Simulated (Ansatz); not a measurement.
# BrClH2Si + H2: a complex and its separated parts, part 2 of 2

Ansatz 0.2.0, Gaussian basis.

### 14 wB97X-V/def2-TZVPP

The inputs:

parta/in.yaml

```yaml
crystal:
  periodic: [false, false, false]
  atoms:
    - {symbol: Si, position_ang: [-0.981923, -0.016763, -1.002550]}
    - {symbol: Br, position_ang: [0.088502, -1.825812, -0.332379]}
    - {symbol: H, position_ang: [-0.692789, 0.190311, -2.434773]}
    - {symbol: H, position_ang: [-2.421182, -0.202675, -0.734761]}
    - {symbol: Cl, position_ang: [-0.336067, 1.619584, 0.032417]}
basis:
  gaussian: {orbitals: def2-TZVPP}
hamiltonian: {xc: {name: wB97X-V}}
```

partb/in.yaml

```yaml
crystal:
  periodic: [false, false, false]
  atoms:
    - {symbol: H, position_ang: [1.912626, 0.102909, 1.968025]}
    - {symbol: H, position_ang: [2.430833, 0.132545, 2.504021]}
basis:
  gaussian: {orbitals: def2-TZVPP}
hamiltonian: {xc: {name: wB97X-V}}
```

Each run has its own folder and the same command.

Command:

```
$ ansatz run in.yaml --threads 4 --pin off --events-out ev --progress --plain --max-ram 9574MiB
```

Output in parta (excerpt; [...] marks lines left out):

```text
Functional definition: wB97X-V
  name "wB97X-V"
  cite "Mardirossian & Head-Gordon, Phys. Chem. Chem. Phys. 16, 9904 (2014) doi:10.1039/C3CP54374A"
  cite "Becke, J. Chem. Phys. 107, 8554 (1997) doi:10.1063/1.475007"
  cite "Vydrov & Van Voorhis, J. Chem. Phys. 133, 244103 (2010) doi:10.1063/1.3521275"
[...]
      + integral(e_c_pw_opposite_spin*poly(b97_u_opposite, cos0, cos1)) + vv10(b, c)
1132 factors; their error is unknown
185 factors; integrals over basis functions are off by at most 4.3e-5 eV
[...]
mean field -90472.92712815 eV, -3324.8187472068 hartree, gradient 3.5e-5 eV, S^2 0.000000; 0 other end points of the search recorded, 0 dependent functions left out
reference -90472.92712649 eV, -3324.8187471460 hartree; 34, 34 occupied and 126, 126 virtual orbitals, 1132 factors
Total energy: -90472.92712649 eV, -3324.8187471460 hartree
```

Log of partb (excerpt; [...] marks lines left out):

```text
[... 5 set-up lines as earlier in the session ...]
[...]
      + integral(e_c_pw_opposite_spin*poly(b97_u_opposite, cos0, cos1)) + vv10(b, c)
118 factors; their error is unknown
42 factors; integrals over basis functions are off by at most 3.0e-5 eV
[...]
mean field -31.90860396 eV, -1.1726195672 hartree, gradient 8.8e-5 eV, S^2 0.000000; 0 other end points of the search recorded, 0 dependent functions left out
reference -31.90860296 eV, -1.1726195304 hartree; 1, 1 occupied and 27, 27 virtual orbitals, 118 factors
Total energy: -31.90860296 eV, -1.1726195304 hartree
```

Times: 3.8 s (parta), 0.15 s (partb) on 4 threads of Arm Neoverse V1, shared host; peak memory 0.49 GiB.

### 15 wB97M-V/def2-TZVPP

Each input of step 14 (parta, partb) changes in the same lines:

```diff
-hamiltonian: {xc: {name: wB97X-V}}
+hamiltonian: {xc: {name: wB97M-V}}
```

Each run has its own folder and the same command.

Command:

```
$ ansatz run in.yaml --threads 4 --pin off --events-out ev --progress --plain --max-ram 9574MiB
```

Log of parta (excerpt; [...] marks lines left out):

```text
Functional definition: wB97M-V
  name "wB97M-V"
  cite "Mardirossian & Head-Gordon, J. Chem. Phys. 144, 214110 (2016) doi:10.1063/1.4952647"
[... 2 set-up lines as earlier in the session ...]
  # Of w^i u^j: cxij and so on, Table III.
[...]
  gx(w, u) = 1 - cx + cx01*u + cx10*w
[...]
      + integral(e_c_pw_mod_opposite_spin*gos(b97_w_opposite, b97_u_opposite)) + vv10(b, c)
1127 factors; their error is unknown
185 factors; integrals over basis functions are off by at most 4.3e-5 eV
[...]
mean field -90477.26331312 eV, -3324.9780990654 hartree, gradient 3.5e-5 eV, S^2 0.000000; 0 other end points of the search recorded, 0 dependent functions left out
reference -90477.26335322 eV, -3324.9781005392 hartree; 34, 34 occupied and 126, 126 virtual orbitals, 1127 factors
Total energy: -90477.26335322 eV, -3324.9781005392 hartree
```

Log of partb (excerpt; [...] marks lines left out):

```text
[... 5 set-up lines as earlier in the session ...]
  # Of w^i u^j: cxij and so on, Table III.
[...]
  gx(w, u) = 1 - cx + cx01*u + cx10*w
[...]
      + integral(e_c_pw_mod_opposite_spin*gos(b97_w_opposite, b97_u_opposite)) + vv10(b, c)
118 factors; their error is unknown
42 factors; integrals over basis functions are off by at most 3.0e-5 eV
[...]
mean field -31.60112347 eV, -1.1613198676 hartree, gradient 7.4e-6 eV, S^2 0.000000; 0 other end points of the search recorded, 0 dependent functions left out
reference -31.60114773 eV, -1.1613207590 hartree; 1, 1 occupied and 27, 27 virtual orbitals, 118 factors
Total energy: -31.60114773 eV, -1.1613207590 hartree
```

Times: 4.4 s (parta), 0.2 s (partb) on 4 threads of Arm Neoverse V1, shared host; peak memory 0.5 GiB.

### 16 B2PLYP/def2-TZVPP

The same edit goes into each in.yaml of step 15 (parta, partb):

```diff
-hamiltonian: {xc: {name: wB97M-V}}
+hamiltonian: {xc: {name: B2PLYP}}
```

Each run has its own folder and the same command.

Command:

```
$ ansatz run in.yaml --threads 4 --pin off --events-out ev --progress --plain --max-ram 9574MiB
```

parta printed (excerpt; [...] marks lines left out):

```text
Functional definition: B2PLYP
  name "B2PLYP"
  cite "Grimme, J. Chem. Phys. 124, 034108 (2006) doi:10.1063/1.2148954"
[... 2 set-up lines as earlier in the session ...]
[...]
972 factors; integrals over basis functions are off by at most 9.1e-4 eV
[...]
mean field -90459.99266371 eV, -3324.3434144059 hartree, gradient 5.3e-6 eV, S^2 0.000000; 0 other end points of the search recorded, 0 dependent functions left out
19 core orbitals not correlated: weight in the atoms' cores, before any rotation towards them, 1.000 or more for the frozen orbitals, at most 0.000 for the correlated occupied ones
reference -90459.99281979 eV, -3324.3434201417 hartree; 15, 15 occupied and 126, 126 virtual orbitals, 972 factors
second order -19.16614955 eV of doubles, -0.00000000 eV of singles
Total energy: -90465.16768016 eV, -3324.5335927530 hartree
```

Log of partb (excerpt; [...] marks lines left out):

```text
[... 5 set-up lines as earlier in the session ...]
[...]
145 factors; integrals over basis functions are off by at most 7.3e-4 eV
[...]
mean field -31.55850389 eV, -1.1597536268 hartree, gradient 1.0e-6 eV, S^2 0.000000; 0 other end points of the search recorded, 0 dependent functions left out
reference -31.55859330 eV, -1.1597569127 hartree; 1, 1 occupied and 27, 27 virtual orbitals, 145 factors
second order -1.02365421 eV of doubles, -0.00000000 eV of singles
Total energy: -31.83497994 eV, -1.1699139342 hartree
```

They took 2.2 s (parta), 0.1 s (partb) on 4 threads of Arm Neoverse V1, shared host.

### 17 PBE-QIDH/def2-TZVPP

The same edit goes into each in.yaml of step 16 (parta, partb):

```diff
-hamiltonian: {xc: {name: B2PLYP}}
+hamiltonian: {xc: {name: PBE-QIDH}}
```

Each run has its own folder and the same command.

Command:

```
$ ansatz run in.yaml --threads 4 --pin off --events-out ev --progress --plain --max-ram 9574MiB
```

Output in parta (excerpt; [...] marks lines left out):

```text
Functional definition: PBE-QIDH
  name "PBE-QIDH"
  cite "Brémond, Sancho-García, Pérez-Jiménez & Adamo, J. Chem. Phys. 141, 031101 (2014) doi:10.1063/1.4890314"
[... 1 set-up line as earlier in the session ...]
[...]
972 factors; integrals over basis functions are off by at most 9.1e-4 eV
[...]
mean field -90447.99608828 eV, -3323.9025483906 hartree, gradient 4.7e-6 eV, S^2 0.000000; 0 other end points of the search recorded, 0 dependent functions left out
19 core orbitals not correlated: weight in the atoms' cores, before any rotation towards them, 1.000 or more for the frozen orbitals, at most 0.000 for the correlated occupied ones
reference -90447.99609943 eV, -3323.9025488003 hartree; 15, 15 occupied and 126, 126 virtual orbitals, 972 factors
second order -17.87670253 eV of doubles, -0.00000000 eV of singles
Total energy: -90453.95500027 eV, -3324.1215343672 hartree
```

Output in partb (excerpt; [...] marks lines left out):

```text
[... 4 set-up lines as earlier in the session ...]
[...]
145 factors; integrals over basis functions are off by at most 7.3e-4 eV
[...]
mean field -31.52726408 eV, -1.1586055852 hartree, gradient 1.4e-6 eV, S^2 0.000000; 0 other end points of the search recorded, 0 dependent functions left out
reference -31.52727050 eV, -1.1586058210 hartree; 1, 1 occupied and 27, 27 virtual orbitals, 145 factors
second order -0.95919831 eV of doubles, -0.00000000 eV of singles
Total energy: -31.84700327 eV, -1.1703557836 hartree
```

They took 2.2 s (parta), 0.1 s (partb) on 4 threads of Arm Neoverse V1, shared host.

### 18 RPA on PBE/def2-TZVPP

The same edit goes into each in.yaml of step 17 (parta, partb):

```diff
-hamiltonian: {xc: {name: PBE-QIDH}}
+hamiltonian: {xc: pbe}
+correlation: {method: rpa}
```

Each run has its own folder and the same command.

Command:

```
$ ansatz run in.yaml --threads 4 --pin off --events-out ev --progress --plain --max-ram 9574MiB
```

Log of parta (excerpt; [...] marks lines left out):

```text
[... 4 set-up lines as earlier in the session ...]
[...]
972 factors; integrals over basis functions are off by at most 9.1e-4 eV
[...]
mean field -90462.56362127 eV, -3324.4378953537 hartree, gradient 4.0e-6 eV, S^2 0.000000; 0 other end points of the search recorded, 0 dependent functions left out
19 core orbitals not correlated: weight in the atoms' cores, before any rotation towards them, 1.000 or more for the frozen orbitals, at most 0.000 for the correlated occupied ones
reference -90398.80338017 eV, -3322.0947497115 hartree; 15, 15 occupied and 126, 126 virtual orbitals, 972 factors
Total energy: -90424.64364796 eV, -3323.0443620378 hartree
```

partb printed (excerpt; [...] marks lines left out):

```text
[... 4 set-up lines as earlier in the session ...]
[...]
145 factors; integrals over basis functions are off by at most 7.3e-4 eV
[...]
mean field -31.73221049 eV, -1.1661372268 hartree, gradient 1.4e-6 eV, S^2 0.000000; 0 other end points of the search recorded, 0 dependent functions left out
reference -30.80641997 eV, -1.1321150524 hartree; 1, 1 occupied and 27, 27 virtual orbitals, 145 factors
Total energy: -32.86230739 eV, -1.2076675216 hartree
```

Wall times: 1.8 s (parta), 0.1 s (partb) on 4 threads of Arm Neoverse V1, shared host.

### 19 CCSD(T)/def2-TZVPP

Each input of step 18 (parta, partb) changes in the same lines:

```diff
-hamiltonian: {xc: pbe}
-correlation: {method: rpa}
+correlation: {method: ccsd_t}
```

Each run has its own folder and the same command.

Command:

```
$ ansatz run in.yaml --threads 4 --pin off --events-out ev --progress --plain --max-ram 9574MiB
```

Output in parta (excerpt; [...] marks lines left out):

```text
Functional definition: HF
  name "HF"
  cite "Fock, Z. Phys. 61, 126 (1930) doi:10.1007/BF01340294"
[... 1 set-up line as earlier in the session ...]
[...]
972 factors; integrals over basis functions are off by at most 9.1e-4 eV
[...]
mean field -90399.98878811 eV, -3322.1383126499 hartree, gradient 3.9e-6 eV, S^2 0.000000; 0 other end points of the search recorded, 0 dependent functions left out
19 core orbitals not correlated: weight in the atoms' cores, before any rotation towards them, 1.000 or more for the frozen orbitals, at most 0.000 for the correlated occupied ones
reference -90399.98878811 eV, -3322.1383126499 hartree; 15, 15 occupied and 126, 126 virtual orbitals, 972 factors
second order -15.93438166 eV of doubles, -0.00000000 eV of singles
cycle   1  -16.45400404 eV  change   -5.2e-1 eV  update   7.5e-2
[...]
cycle   8  -16.87580058 eV  change   -2.8e-5 eV  update   1.9e-5
perturbative correction -0.62698032 eV, -0.0230411016 hartree
Total energy: -90417.49156901 eV, -3322.7815279841 hartree
```

Output in partb (excerpt; [...] marks lines left out):

```text
[... 4 set-up lines as earlier in the session ...]
[...]
145 factors; integrals over basis functions are off by at most 7.3e-4 eV
[...]
mean field -30.82772255 eV, -1.1328979081 hartree, gradient 4.2e-7 eV, S^2 0.000000; 0 other end points of the search recorded, 0 dependent functions left out
reference -30.82772255 eV, -1.1328979081 hartree; 1, 1 occupied and 27, 27 virtual orbitals, 145 factors
second order -0.86257072 eV of doubles, -0.00000000 eV of singles
cycle   1  -1.00722276 eV  change   -1.4e-1 eV  update   2.6e-2
[...]
cycle   7  -1.07306632 eV  change    7.2e-7 eV  update   4.1e-7
perturbative correction -0.00000000 eV, -0.0000000000 hartree
Total energy: -31.90078887 eV, -1.1723323680 hartree
```

Wall times: 16 s (parta), 0.1 s (partb) on 4 threads of Arm Neoverse V1, shared host; peak memory 1.1 GiB.

### 20 Vibrations of BrClH2Si

Input file vib-parta/in.yaml:

```yaml
crystal:
  periodic: [false, false, false]
  atoms:
    - {symbol: Si, position_ang: [-0.981923, -0.016763, -1.002550]}
    - {symbol: Br, position_ang: [0.088502, -1.825812, -0.332379]}
    - {symbol: H, position_ang: [-0.692789, 0.190311, -2.434773]}
    - {symbol: H, position_ang: [-2.421182, -0.202675, -0.734761]}
    - {symbol: Cl, position_ang: [-0.336067, 1.619584, 0.032417]}
basis:
  gaussian: {orbitals: def2-TZVP}
hamiltonian: {xc: pbe0, dispersion: d4}
phonons: {temperatures: {t_min: 298.15, t_max: 900, t_step: 200}}
```

Command:

```
$ ansatz run in.yaml --threads 4 --pin off --events-out ev --progress --plain --max-ram 9574MiB
```

The log of the run (excerpt; [...] marks lines left out):

```text
[... 5 set-up lines as earlier in the session ...]
[...]
1037 factors; their error is unknown
[...]
mean field -90466.85894821 eV, -3324.5957457074 hartree, gradient 6.3e-5 eV, S^2 0.000000; 0 other end points of the search recorded, 0 dependent functions left out
[...]
Atom 2 at    -0.692789     0.190311    -2.434773 Å, force     0.001043     0.000025    -0.000218 eV/Å
Atom 3 at    -2.421182    -0.202675    -0.734761 Å, force    -0.000237    -0.000253     0.000913 eV/Å
Atom 4 at    -0.336067     1.619584     0.032417 Å, force     0.000830    -0.003462    -0.000053 eV/Å
Dipole moment:    -0.163472     0.006523    -0.164719 e Å
Vibrations: 152.77 429.99 567.26 568.89 696.94 853.36 943.70 2269.14 2284.66 cm⁻¹, zero-point energy 0.543466 eV
```

Wall time 34 s (4 threads of Arm Neoverse V1, shared host).

The modes, with what each moves most:

```
mode  wavenumber (cm⁻¹)      character
   1                153           bend
   2                430  Si–Br stretch
   3                567  Si–Cl stretch
   4                569           bend
   5                697           bend
   6                853           bend
   7                944           bend
   8               2269   Si–H stretch
   9               2285   Si–H stretch
```

Vibrational sums (real modes only):

```
T (K)  entropy (J/mol/K)  heat capacity (J/mol/K)
  298               21.4                     30.8
  498               41.1                     45.6
  698               57.9                     53.9
  898               72.2                     59.4
```

### 21 Vibrations of H2

Input file vib-partb/in.yaml:

```yaml
crystal:
  periodic: [false, false, false]
  atoms:
    - {symbol: H, position_ang: [1.912626, 0.102909, 1.968025]}
    - {symbol: H, position_ang: [2.430833, 0.132545, 2.504021]}
basis:
  gaussian: {orbitals: def2-TZVP}
hamiltonian: {xc: pbe0, dispersion: d4}
phonons: {temperatures: {t_min: 298.15, t_max: 900, t_step: 200}}
```

Command:

```
$ ansatz run in.yaml --threads 4 --pin off --events-out ev --progress --plain --max-ram 9574MiB
```

The log of the run (excerpt; [...] marks lines left out):

```text
[... 5 set-up lines as earlier in the session ...]
[...]
88 factors; their error is unknown
[...]
mean field -31.78865275 eV, -1.1682114415 hartree, gradient 1.7e-5 eV, S^2 0.000000; 0 other end points of the search recorded, 0 dependent functions left out
[...]
reference -31.78855440 eV, -1.1682078273 hartree; 1, 1 occupied and 11, 11 virtual orbitals, 88 factors
Total energy: -31.79027516 eV, -1.1682710638 hartree
Atom 0 at     1.912626     0.102909     1.968025 Å, force     0.000309     0.000018     0.000320 eV/Å
Atom 1 at     2.430833     0.132545     2.504021 Å, force    -0.000309    -0.000018    -0.000320 eV/Å
Dipole moment:    -0.000000    -0.000000    -0.000000 e Å
Vibrations: 4414.90 cm⁻¹, zero-point energy 0.273689 eV
```

Run time: 0.2 s. Hardware: 4 threads of Arm Neoverse V1, shared host.

The modes, with what each moves most:

```
mode  wavenumber (cm⁻¹)    character
   1               4415  H–H stretch
```

Vibrational sums (real modes only):

```
T (K)  entropy (J/mol/K)  heat capacity (J/mol/K)
  298                0.0                      0.0
  498                0.0                      0.0
  698                0.0                      0.1
  898                0.1                      0.4
```

### 22 Complex less separated parts

The complex's own energies come from single points at the same levels.

Rows are in def2-TZVPP; times add the 3 runs of a level on a shared host, so small differences are noise.

Differences are taken before rounding.

```
      method                    rung  complex less parts (kJ/mol)  from CCSD(T) (kJ/mol)   time
       SPW92                     LDA                        -4.18                  -2.69  1.4 s
      PBE-D4                     GGA                        -2.98                  -1.50  2.1 s
     BLYP-D4                     GGA                        -1.29                  +0.19  2.4 s
   r2SCAN-D4                meta-GGA                        -1.27                  +0.21  5.1 s
      B97M-V                meta-GGA                        -2.11                  -0.63   10 s
     PBE0-D4                  hybrid                        -2.56                  -1.07  3.4 s
    B3LYP-D4                  hybrid                        -1.72                  -0.23  3.2 s
  r2SCAN0-D4                  hybrid                        -1.59                  -0.11  6.1 s
    BHLYP-D4                  hybrid                        -2.00                  -0.52  3.1 s
CAM-B3LYP-D4  range-separated hybrid                        -2.06                  -0.58  3.6 s
     wB97X-V  range-separated hybrid                        -2.24                  -0.75  8.4 s
     wB97M-V  range-separated hybrid                        -2.03                  -0.55   10 s
      B2PLYP           double hybrid                        -0.22                  +1.27    5 s
    PBE-QIDH           double hybrid                        -1.12                  +0.37  5.2 s
  RPA on PBE                     RPA                        -0.84                  +0.64  4.3 s
Hartree-Fock            wavefunction                         1.06                  +2.54       
         MP2            wavefunction                        -1.64                  -0.16       
        CCSD            wavefunction                        -1.17                  +0.31       
     CCSD(T)            wavefunction                        -1.48                      0   53 s
```

Among the levels timed on like hardware and quicker than the yardstick, those that no quicker one beats, quickest first: SPW92 (1.4 s, -2.69 kJ/mol); PBE-D4 (2.1 s, -1.50 kJ/mol); BLYP-D4 (2.4 s, +0.19 kJ/mol); r2SCAN0-D4 (6.1 s, -0.11 kJ/mol).

For cost: r2SCAN0-D4 gets within 0.11 kJ/mol in 6.1 s, where CCSD(T) took 53 s; the quickest level in the cost chart, SPW92, takes 1.4 s and misses by 2.69 kJ/mol.

The complex's zero-point energy, from a separate PBE0-D4 run, is 0.843 eV.

### 23 What came out

This closing draws on all 2 parts.

```
                              quantity         value
complex less parts, CCSD(T)/def2-TZVPP  -1.48 kJ/mol
                with zero-point energy  +0.98 kJ/mol
                 largest T1 diagnostic         0.008
```

In words: At CCSD(T) the complex lies 1.48 kJ/mol below its parts. r2SCAN0-D4 is the best functional here (-0.11 kJ/mol from CCSD(T)); SPW92 is the worst (-2.69 kJ/mol). By rung, the mean size of the error is: LDA 2.69, GGA 0.84, meta-GGA 0.42, hybrid 0.48, range-separated hybrid 0.63, double hybrid 0.82 kJ/mol. The double hybrids carry no dispersion term here, unlike the levels marked D4 or V. PBE-D4 gives a relative energy 1.50 kJ/mol too low, an error of 101 % of the reference. No counterpoise was applied, and triple zeta lacks some correlation, so the CCSD(T) reference has a basis error of its own, and close matches with it are partly luck.
